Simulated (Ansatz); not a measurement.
# AlH₇SSi₂: small, medium and large basis sets

One table from this session's results is given with a row withheld; the runs are named, their logs left out.

Method: one geometry, several basis sets; program: Ansatz 0.2.0, Gaussian basis.

Plan: PBE0-D4/def2-SVP; ωB97M-V/def2-SVP; PBE0-D4/def2-QZVPP; ωB97M-V/def2-QZVPP; the functionals' def2-TZVPP values are taken from earlier runs.

**Structure used throughout**

The geometry comes from an earlier relaxation with PBE0-D4 in a triple-zeta def2 set; it is a stationary point, not always the lowest conformer.

SMILES `[SiH3][AlH][S][SiH3]`, 11 atoms, charge 0, spin multiplicity 1.

Atoms are counted from 1 here; the program's logs count them from 0.

Bond lengths: Si1–Al2 2.453 Å, Si1–H5 1.490 Å, Si1–H6 1.490 Å, Si1–H7 1.491 Å, Al2–S3 2.186 Å, Al2–H8 1.583 Å, S3–Si4 2.137 Å, Si4–H9 1.486 Å, Si4–H10 1.483 Å, Si4–H11 1.485 Å. Angles: Al2–Si1–H5 111.9°, Al2–Si1–H6 110.9°, Al2–Si1–H7 110.6°, H5–Si1–H6 108.0°, H5–Si1–H7 107.7°, H6–Si1–H7 107.7°, Si1–Al2–S3 121.0°, Si1–Al2–H8 124.8°, S3–Al2–H8 114.3°, Al2–S3–Si4 100.5°, S3–Si4–H9 111.1°, S3–Si4–H10 107.1°, S3–Si4–H11 111.2°, H9–Si4–H10 109.3°, H9–Si4–H11 108.8°, H10–Si4–H11 109.4°.

The first run:

in.yaml reads:

```yaml
crystal:
  periodic: [false, false, false]
  atoms:
    - {symbol: Si, position_ang: [-1.537490, 1.039786, 0.291800]}
    - {symbol: Al, position_ang: [-0.470134, -0.825428, 1.475263]}
    - {symbol: S, position_ang: [1.360285, -1.742880, 0.709973]}
    - {symbol: Si, position_ang: [1.684490, -0.561124, -1.041210]}
    - {symbol: H, position_ang: [-1.543367, 0.830212, -1.183084]}
    - {symbol: H, position_ang: [-2.948867, 1.213467, 0.737119]}
    - {symbol: H, position_ang: [-0.815366, 2.315075, 0.564225]}
    - {symbol: H, position_ang: [-1.002923, -1.462817, 2.822885]}
    - {symbol: H, position_ang: [1.417230, 0.876169, -0.772398]}
    - {symbol: H, position_ang: [3.106925, -0.732002, -1.425790]}
    - {symbol: H, position_ang: [0.814618, -1.007458, -2.158284]}
basis:
  gaussian: {orbitals: def2-SVP}
hamiltonian: {xc: pbe0, dispersion: d4}
output: {orbitals: {seedname: orbitals}}
```

On the command line:

```bash
ansatz run in.yaml --threads 4 --pin off --events-out ev --progress --plain --max-ram 10444MiB
```

Among the steps run: PBE0-D4 in def2-SVP; ωB97M-V in def2-SVP; PBE0-D4 in def2-QZVPP; ωB97M-V in def2-QZVPP.

One of the session's tables, all rows but one given; the rest of the session is left out.

It belongs to the step «Functionals by basis». 

```
functional       basis  HOMO (eV)  LUMO (eV)
   PBE0-D4    def2-SVP      -7.73      -1.90
   PBE0-D4  def2-TZVPP      -7.69      -1.93
   PBE0-D4  def2-QZVPP          ?          ?
   ωB97M-V    def2-SVP      -9.66      -0.18
   ωB97M-V  def2-TZVPP      -9.67      -0.27
   ωB97M-V  def2-QZVPP      -9.67      -0.36
```

Estimate the missing values for PBE0-D4, def2-QZVPP.

As computed: HOMO (eV): -7.70; LUMO (eV): -1.95. In the column «HOMO (eV)» it lies between PBE0-D4, def2-SVP (-7.73) and PBE0-D4, def2-TZVPP (-7.69).
